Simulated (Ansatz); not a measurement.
# BCCD(T)/cc-pVDZ run of CH2FNOSi (SMILES O=C=N[SiH2]F)

What is the energy change on altering one bond length of CH2FNOSi at BCCD(T)/cc-pVDZ? 

The results are computed with Ansatz 0.2.0.

153 further runs of the same task are left out: 153 set aside as unsound or not needed.

## 1. The molecule

The species is CH2FNOSi (7 atoms), meant as a singlet with charge 0. As SMILES, `O=C=N[SiH2]F`. The shape is that of a PBE0-D4/def2-TZVP optimisation. This is one conformer, not always the lowest.

Bond lengths: O1–C2 1.162 Å, C2–N3 1.195 Å, N3–Si4 1.694 Å, Si4–F5 1.591 Å, Si4–H6 1.475 Å, Si4–H7 1.475 Å. Angles: O1–C2–N3 178.4°, C2–N3–Si4 166.0°, N3–Si4–F5 109.2°, N3–Si4–H6 109.0°, N3–Si4–H7 109.0°, F5–Si4–H6 108.2°, F5–Si4–H7 108.2°, H6–Si4–H7 113.2°.

## 2. A single-point energy at BCCD(T)/cc-pVDZ

molecule.yaml reads:

```yaml
crystal:
  periodic: [false, false, false]
  atoms:
    - {symbol: O, position_ang: [-0.573800, -2.908000, -0.552000]}
    - {symbol: C, position_ang: [-0.306900, -1.816900, -0.256100]}
    - {symbol: N, position_ang: [-0.019000, -0.706200, 0.076100]}
    - {symbol: Si, position_ang: [0.212100, 0.968300, 0.188900]}
    - {symbol: F, position_ang: [-0.420200, 1.671000, -1.091000]}
    - {symbol: H, position_ang: [-0.490300, 1.470300, 1.384800]}
    - {symbol: H, position_ang: [1.659300, 1.253600, 0.203700]}
basis:
  gaussian:
    orbitals: cc-pVDZ
correlation:
  method: bccd_t
  frozen_orbitals: {C: 1, F: 1, H: 0, "N": 1, O: 1, Si: 5}
accuracy: high
scf:
  omitted_lower_state_checks: [cluster_reference, increment]
```

Run with:

```
$ ansatz run molecule.yaml --threads 1 --pin off --max-ram 3480MiB --events-out events.jsonl --progress --plain --runs-dir runs
```

The program printed, cut to the lines that bear on the results:

```text
Warning: RAYON_NUM_THREADS=1 ignored (pool sized by the plan → 1); use --threads N
Functional definition: HF
  name "HF"
[...]
1809 factors; integrals over basis functions are off by at most 3.6e-9 eV
[...]
mean field -15152.21983207 eV, -556.8338082852 hartree, gradient 2.3e-8 eV, S^2 0.000000; 0 other end points of the search recorded, 0 dependent functions left out
9 core orbitals not correlated: weight in the atoms' cores, before any rotation towards them, 1.000 or more for the frozen orbitals, at most 0.000 for the correlated occupied ones
reference -15152.21983207 eV, -556.8338082852 hartree; 14, 14 occupied and 61, 61 virtual orbitals, 1809 factors
second order -20.01384728 eV of doubles, -0.00000000 eV of singles
cycle   1  -19.70450162 eV  change    3.1e-1 eV  update   1.3e-1
[...]
cycle  21  -20.39331780 eV  change    1.3e-9 eV  update   2.9e-9
perturbative correction -0.71466170 eV, -0.0262633329 hartree
Total energy: -15173.32781157 eV, -557.6095122242 hartree
Checks for a lower state left out: cluster_reference, increment
```

Wall time 26 s (1 thread of Arm Neoverse V1, shared host); peak memory 0.61 GiB.

## 3. The distorted shape

run.yaml reads:

```yaml
basis:
  gaussian:
    orbitals: cc-pVDZ
crystal:
  periodic: [false, false, false]
  atoms:
    - {symbol: O, position_ang: [-0.707253, -3.453564, -0.699954]}
    - {symbol: C, position_ang: [-0.306900, -1.816900, -0.256100]}
    - {symbol: "N", position_ang: [-0.019000, -0.706200, 0.076100]}
    - {symbol: Si, position_ang: [0.212100, 0.968300, 0.188900]}
    - {symbol: F, position_ang: [-0.420200, 1.671000, -1.091000]}
    - {symbol: H, position_ang: [-0.490300, 1.470300, 1.384800]}
    - {symbol: H, position_ang: [1.659300, 1.253600, 0.203700]}
scf:
  omitted_lower_state_checks: [cluster_reference, increment]
accuracy: high
correlation:
  method: bccd_t
  frozen_orbitals: {C: 1, F: 1, H: 0, "N": 1, O: 1, Si: 5}
```

Run with:

```
$ ansatz run run.yaml --threads 1 --pin off --max-ram 3480MiB --events-out events.jsonl --progress --plain --runs-dir runs
```

The program printed, cut to the lines that bear on the results:

```text
Warning: RAYON_NUM_THREADS=1 ignored (pool sized by the plan → 1); use --threads N
[... 2 set-up lines as earlier in the session ...]
[...]
1807 factors; integrals over basis functions are off by at most 3.6e-9 eV
[...]
mean field -15147.08376572 eV, -556.6450613282 hartree, gradient 1.4e-8 eV, S^2 0.000000; 0 other end points of the search recorded, 0 dependent functions left out; unrestricted orbitals would lower it
9 core orbitals not correlated: weight in the atoms' cores, before any rotation towards them, 1.000 or more for the frozen orbitals, at most 0.000 for the correlated occupied ones
reference -15147.08376572 eV, -556.6450613282 hartree; 14, 14 occupied and 61, 61 virtual orbitals, 1807 factors
second order -19.61705779 eV of doubles, -0.00000000 eV of singles
cycle   1  -19.73102380 eV  change   -1.1e-1 eV  update   1.6e-1
[...]
cycle  31  -20.62163355 eV  change   -1.6e-9 eV  update   1.1e-9
perturbative correction -0.94619342 eV, -0.0347719667 hartree
Total energy: -15168.65159269 eV, -557.4376643502 hartree
Checks for a lower state left out: cluster_reference, increment
```

It took 33 s on 1 thread of Arm Neoverse V1, shared host; peak memory 0.6 GiB.

## 4. Summary of results

Level: BCCD(T)/cc-pVDZ, 9 core orbitals frozen.

| quantity | value |
| --- | --- |
| first shape: total energy | -557.60951 Eh |
| first shape: correlation energy (9 core orbitals frozen) | -775.7 mEh |
| first shape: (T) correction | -26.26 mEh |
| distorted shape: total energy | -557.43766 Eh |
| distorted shape: correlation energy (9 core orbitals frozen) | -792.6 mEh |
| distorted shape: (T) correction | -34.77 mEh |
| energy change with the O1–C2 bond stretched from 1.162 to 1.742 Å | 4.676 eV |

What this shows: With the O1–C2 bond stretched from 1.162 to 1.742 Å the energy rises by 4.68 eV (108 kcal/mol). The first shape isn't relaxed at this level, so the change isn't measured from a minimum. A restricted reference can't describe the breaking bond well at this length. The triples (first shape) make up 3.4 % of the correlation energy. The restricted solution (distorted shape) is unstable to spin breaking: an unrestricted one lies lower. The triples (distorted shape) make up 4.4 % of the correlation energy.
